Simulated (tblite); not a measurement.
# C3H11B2N: the cost of one run

The runs use tblite 0.8.0 and PySCF 2.14.0, with density-fitted response routines of our own; the level of theory stands in each step. All values are computed, except where a source is named. Atoms count from 0, in the outputs and in this text.

## Step 1: The molecule as given

17 atoms, charge 0, multiplicity 1; geometry from: force field or distance geometry start.

Bonds of the start (Å): B0–C1 1.60, C1–B2 1.57, B2–C3 1.61, B2–N4 1.54, N4–C5 1.47, B0–H6 1.18, B0–H7 1.18, C1–H8 1.11, C1–H9 1.12, C3–H10 1.11, C3–H11 1.10, C3–H12 1.11, N4–H13 1.04, C5–H14 1.11, C5–H15 1.11, C5–H16 1.11.

## Step 2: Geometry optimisation with GFN2-xTB

Job settings and geometry (Å):

```
{"job": {"kind": "relax", "xc": "GFN2-xTB", "basis": "xTB"}, "charge": 0, "multiplicity": 1}
B      2.037500    -1.253100     0.230900
C      1.262500    -0.149000     1.083000
B      0.053400     0.443000     0.271800
C      0.317100     1.388100    -1.005200
N     -1.386100     0.187000     0.763000
C     -2.115700    -0.644400    -0.206200
H      3.168100    -1.097200    -0.048800
H      1.466800    -2.216200    -0.126900
H      1.971800     0.660400     1.366900
H      0.887100    -0.631300     2.026000
H      0.832500     0.795100    -1.787100
H     -0.641300     1.769400    -1.400000
H      0.952200     2.236200    -0.682700
H     -1.866200     1.111500     0.824200
H     -2.212800    -0.125900    -1.185900
H     -3.133700    -0.841000     0.198700
H     -1.600100    -1.620700    -0.331600
```

The run is started by

```console
> OMP_NUM_THREADS=1 python probes_run.py task.json out
```

One launch serves the whole session: the jobs run in the order shown.

Q: Estimate the wall time and peak memory of this first job on 1 thread of Arm Neoverse N1, shared host.

About 1.2 s, with a peak of 0.18 GiB.
